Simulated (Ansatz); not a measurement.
# TaGeH: one run, from forces to fields

One self-consistent run on TaGeH (an amorphous model cell), nothing relaxed, to see gap or metal, charges, bonding, and the stress on the cell.

Computed, not measured: Ansatz 0.2.0, DFT, a composed functional ({exchange: {rpbe: 0.86, slater: 0.14}, correlation: pbe}), no spin polarisation, plane waves, PAW.

## Step 1: The structure

Cell: a = 4.725 Å, b = 3.708 Å, c = 5.045 Å, α = 93.26°, β = 101.84°, γ = 92.17°. Nearest neighbours (Å): Ta1: 2 H at 2.15 to 2.45; Ta2: 3 H at 2.09 to 2.19; Ge3: 2 H at 2.37 to 2.40, 2 Ge at 2.38 to 2.43, 2 Ta at 2.57 to 2.60; Ge4: 2 H at 1.82 to 2.07; H5: 2 Ge at 2.07 to 2.37, 2 Ta at 2.19 to 2.45; H6: 2 Ge at 1.82 to 2.40, 3 Ta at 2.09 to 2.17.

Structure file:

```
CELL_PARAMETERS angstrom
4.52896 -0.50801 -1.24587
0.14495 3.67906 -0.44135
0.33614 0.30005 5.02509
ATOMIC_POSITIONS crystal
Ta 0.01781 0.87949 0.19148
Ta 0.48490 0.23465 0.99085
Ge 0.32319 0.45449 0.50573
Ge 0.65132 0.98140 0.53446
H 0.02821 0.20238 0.78350
H 0.57370 0.74370 0.19934
```

The run starts from a saved solution of this cell (checkpoint.read), perhaps found on another mesh.

## Step 2: Self-consistent run

Input file input.yaml:

```yaml
crystal:
  lattice:
    - [4.528956, -0.508006, -1.245866]
    - [0.144951, 3.679057, -0.441355]
    - [0.336142, 0.30005, 5.025089]
  atoms:
    - { symbol: Ta, position: [0.017807, 0.879489, 0.191484] }
    - { symbol: Ta, position: [0.484898, 0.234653, 0.990851] }
    - { symbol: Ge, position: [0.323193, 0.454493, 0.505729] }
    - { symbol: Ge, position: [0.65132, 0.981403, 0.534455] }
    - { symbol: H, position: [0.028206, 0.202376, 0.783496] }
    - { symbol: H, position: [0.573698, 0.743697, 0.199335] }
kpoints:
  mp_grid: { grid: [4, 5, 4], shift: [0.5, 0.0, 0.5] }
magnetization:
  spin_polarized: false
scf:
  occupations: { method: fermi_dirac }
  lower_state_search: "off"
  max_iter: 200
hamiltonian:
  pseudopotentials: { kind: paw }
  xc: { exchange: { rpbe: 0.86, slater: 0.14 }, correlation: pbe }
basis:
  ecutwfc: 420
  fft_grid_basis: typed
output:
  forces: true
  stress: true
  eigenvalues: true
  bader: true
  populations: true
  elf: true
  write_potential: true
  volumetric_format: npy
  dos:
    e_range: [-12, 8]
    de: 0.05
    projected: { site_lists: { Ge: [Ge], H: [H], Ta: [Ta] } }
checkpoint:
  read: saved_state
```

What does the calculation give? Wanted: largest force; pressure; character; Bader charges.

**Answer**, as computed:

```
                                                 quantity                                                     value
                                            largest force                                         2.272 eV/Å on Ge4
                                                 pressure                                                  -0.4 GPa
                                                character                                                     metal
density of states, mean within 0.25 eV of the Fermi level                                       2.6 per eV per cell
                                            Bader charges  Ta +0.78 to +0.79, Ge -0.58 to -0.13, H -0.53 to -0.33 e
```

What this shows: Bands cross the Fermi level: a metal; within 0.25 eV of the Fermi level the density of states averages 2.6 per eV per cell, mostly Ta d (72 %) and Ge p (14 %), but it varies sharply: 0.65 at the Fermi level itself, on this mesh. Forces reach 2.3 eV/Å, so the geometry is far from rest and the levels are not those of the relaxed cell. Ge4 feels the largest force, 2.27 eV/Å, so the positions are not relaxed. At -0.4 GPa the volume is near equilibrium for these atomic positions, and unequal principal stresses would change its shape. By Bader's partition Ta gives up most (+0.78 e) and H takes most (-0.43 e).

Limits of this run: the k mesh is coarse for a cell without a gap; forces and stress of this functional can be off on datasets made for PBE.
